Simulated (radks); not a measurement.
**Taking charge from the 5s level of Xe⁺ in fractions**

Aim: follow energy and eigenvalue as charge leaves the 5s level of Xe⁺ bit by bit, and test Janak's theorem, Slater's transition state and the straight-line condition.

Program: radks (a radial shooting solver on a logarithmic mesh, Libxc functionals) version 1. Level of theory: Dirac Kohn-Sham, PBE, spin-unpolarised, spherical densities, finite nucleus; open shells are shared between the two j in proportion to 2j + 1. These are calculated values, not measurements, unless marked.

### Step 1. The atom as given

* element: xenon (Z = 54)
* charge: +1
* electrons: 53
* configuration: [Kr] 4d10 5s2 5p5
* nuclear rms radius: 4.7859 fm

The outer shells:

Xe⁺
```
[Kr] core
4d [↑↓][↑↓][↑↓][↑↓][↑↓]
5s [↑↓]
5p [↑↓][↑↓][↑ ]
```

### Step 2. Start: [Kr] 4d10 5s2 5p5

The run's settings:

```text
Z 54
configuration [Kr] 4d10 5s2 5p5
relativity Dirac
functional pbe,pbe
spin unpolarised
j_filling average
nucleus finite rms 4.7859 fm
c 137.035999084
```

### Step 3. 0.125 electron removed from 5s

Settings, as their differences from step 2:

```diff
@@ -1,3 +1,3 @@
 Z 54
-configuration [Kr] 4d10 5s2 5p5
+configuration [Kr] 4d10 5s1.875 5p5
 relativity Dirac
```

### Step 4. 0.25 electron removed from 5s

Settings, as their differences from step 3:

```diff
@@ -1,3 +1,3 @@
 Z 54
-configuration [Kr] 4d10 5s1.875 5p5
+configuration [Kr] 4d10 5s1.75 5p5
 relativity Dirac
```

### Step 5. 0.375 electron removed from 5s

Settings, as their differences from step 4:

```diff
@@ -1,3 +1,3 @@
 Z 54
-configuration [Kr] 4d10 5s1.75 5p5
+configuration [Kr] 4d10 5s1.625 5p5
 relativity Dirac
```

### Step 6. 0.5 electron removed from 5s

Settings, as their differences from step 5:

```diff
@@ -1,3 +1,3 @@
 Z 54
-configuration [Kr] 4d10 5s1.625 5p5
+configuration [Kr] 4d10 5s1.5 5p5
 relativity Dirac
```

### Step 7. 0.625 electron removed from 5s

Settings, as their differences from step 6:

```diff
@@ -1,3 +1,3 @@
 Z 54
-configuration [Kr] 4d10 5s1.5 5p5
+configuration [Kr] 4d10 5s1.375 5p5
 relativity Dirac
```

### Step 8. 0.75 electron removed from 5s

Settings, as their differences from step 7:

```diff
@@ -1,3 +1,3 @@
 Z 54
-configuration [Kr] 4d10 5s1.375 5p5
+configuration [Kr] 4d10 5s1.25 5p5
 relativity Dirac
```

### Step 9. 0.875 electron removed from 5s

Settings, as their differences from step 8:

```diff
@@ -1,3 +1,3 @@
 Z 54
-configuration [Kr] 4d10 5s1.25 5p5
+configuration [Kr] 4d10 5s1.125 5p5
 relativity Dirac
```

### Step 10. 1 electron removed from 5s

Settings, as their differences from step 9:

```diff
@@ -1,3 +1,3 @@
 Z 54
-configuration [Kr] 4d10 5s1.125 5p5
+configuration [Kr] 4d10 5s1 5p5
 relativity Dirac
```

What does the calculation give? Wanted: for each run, removed; E − E(0); eigenvalue; E minus straight line.

As calculated:

| removed (e) | E − E(0) (eV) | eigenvalue (eV) | E minus straight line (eV) |
| --- | --- | --- | --- |
| 0 | 0.000 | -29.046 | 0.000 |
| 0.125 | 3.713 | -30.372 | -0.594 |
| 0.25 | 7.594 | -31.711 | -1.021 |
| 0.375 | 11.642 | -33.063 | -1.280 |
| 0.5 | 15.860 | -34.428 | -1.370 |
| 0.625 | 20.249 | -35.804 | -1.288 |
| 0.75 | 24.811 | -37.192 | -1.033 |
| 0.875 | 29.548 | -38.591 | -0.604 |
| 1 | 34.460 | -40.001 | 0.000 |

**Reading.** Removing the whole electron costs 34.460 eV, against 29.046 eV from minus the starting eigenvalue. Slater's transition state, half an electron removed, gives 34.428 eV. The trapezoid integral of minus the eigenvalue gives 34.461 eV over the range, against 34.460 eV from the energies (Janak's theorem). The eigenvalue moves by 11.0 eV per electron. E bends below the straight line by 1.37 eV at 0.5 electron removed.
